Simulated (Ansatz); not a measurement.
# GeSbTe3: tests of the settings

An exercise on one series of results from a longer session: the logs are not shown, and one member is left open.

Computed with Ansatz 0.2.0 (DFT PBEsol, scalar-relativistic, plane waves, PAW for the base; runs at other levels say so in their headings and inputs, unless a step's input says otherwise).

1 further run of the same task is left out (set aside as unsound or not needed).

## The system as given

The structure is trigonal, space group R3m (No. 160). The conventional cell has a = 4.207 Å, b = 4.207 Å, c = 29.614 Å, α = 90.00°, β = 90.00°, γ = 120.00°. Around Ge (site symmetry 3m) lie 6 Te at 2.86 to 3.14 Å. Sb (site symmetry 3m) has 6 Te at 3.04 to 3.12 Å in its first shell of neighbours. Te (site symmetry 3m) is surrounded by 3 Sb at 3.12 Å and 3 Ge at 3.14 Å. Te (site symmetry 3m) has 3 Sb at 3.04 Å in its first shell of neighbours. Te (site symmetry 3m) has 3 Ge at 2.86 Å in its first shell of neighbours.

Coordinates:

```cif
data_structure
_symmetry_space_group_name_H-M 'R3m:H'
_symmetry_Int_Tables_number 160
_cell_length_a 4.2070
_cell_length_b 4.2070
_cell_length_c 29.6144
_cell_angle_alpha 90.000
_cell_angle_beta 90.000
_cell_angle_gamma 120.000
_cell_volume 453.91
loop_
_atom_site_label
_atom_site_type_symbol
_atom_site_symmetry_multiplicity
_atom_site_Wyckoff_symbol
_atom_site_fract_x
_atom_site_fract_y
_atom_site_fract_z
_atom_site_occupancy
Ge1 Ge 3 a 0.33333 0.66667 0.26449 1
Sb1 Sb 3 a 0.33333 0.66667 0.06437 1
Te1 Te 3 a 0.66667 0.33333 0.33169 1
Te2 Te 3 a 0.66667 0.33333 0.12591 1
Te3 Te 3 a 0.00000 0.00000 0.21354 1
```

The structure comes from the Materials Project (structure only); it is used as listed.

## The base run, which the others are set against

input.yaml reads:

```yaml
crystal:
  lattice:
    - [2.1034800504, 1.2144447733, 9.8714625907]
    - [-2.1034800504, 1.2144447733, 9.8714625907]
    - [0.0, -2.4288895466, 9.8714625907]
  atoms:
    - { symbol: Ge, position: [0.597823, 0.597823, 0.597823] }
    - { symbol: Sb, position: [0.3977, 0.3977, 0.3977] }
    - { symbol: Te, position: [0.99836, 0.99836, 0.99836] }
    - { symbol: Te, position: [0.792575, 0.792575, 0.792575] }
    - { symbol: Te, position: [0.213543, 0.213543, 0.213543] }
basis:
  ecutwfc: 420
kpoints:
  mp_grid: { grid: [12, 12, 12] }
hamiltonian:
  xc: pbesol
scf:
  occupations: { method: gaussian, width: 0.1 }
output:
  forces: true
  stress: true
  eigenvalues: true
  populations: true
```

It was run beforehand and gave: -6273.2851 eV/atom at zero smearing, pressure -2.42 GPa, largest force 0.202 eV/Å, no gap on the mesh, in 9 SCF cycles and 1.7 min.

The first run:

input.yaml reads:

```yaml
crystal:
  lattice:
    - [2.1034800504, 1.2144447733, 9.8714625907]
    - [-2.1034800504, 1.2144447733, 9.8714625907]
    - [0.0, -2.4288895466, 9.8714625907]
  atoms:
    - { symbol: Ge, position: [0.597823, 0.597823, 0.597823] }
    - { symbol: Sb, position: [0.3977, 0.3977, 0.3977] }
    - { symbol: Te, position: [0.99836, 0.99836, 0.99836] }
    - { symbol: Te, position: [0.792575, 0.792575, 0.792575] }
    - { symbol: Te, position: [0.213543, 0.213543, 0.213543] }
basis:
  ecutwfc: 420
kpoints:
  mp_grid: { grid: [12, 12, 12] }
hamiltonian:
  xc: lda
scf:
  occupations: { method: gaussian, width: 0.1 }
output:
  forces: true
  stress: true
  eigenvalues: true
```

Command:

```bash
ansatz run input.yaml --threads 1 --pin off --max-ram 2560MiB --backend cpu --events-out ev --progress --plain --runs-dir out
```

Steps of the session up to this table: Functional: LDA; Functional set to PBE; Functional set to r2SCAN.

One of the session's tables, all rows but one given; the rest of the session is left out.

```
functional  pressure (GPa)  largest force (eV/Å)
    PBEsol            -2.4                 0.202
       LDA            -3.5                 0.259
       PBE             0.2                 0.148
    r2SCAN               ?                     ?
```

Q: Estimate the row for r2SCAN from the others.

As computed: pressure (GPa): -0.7; largest force (eV/Å): 0.389. In the column «pressure (GPa)» it lies between PBEsol (-2.4) and PBE (0.2).
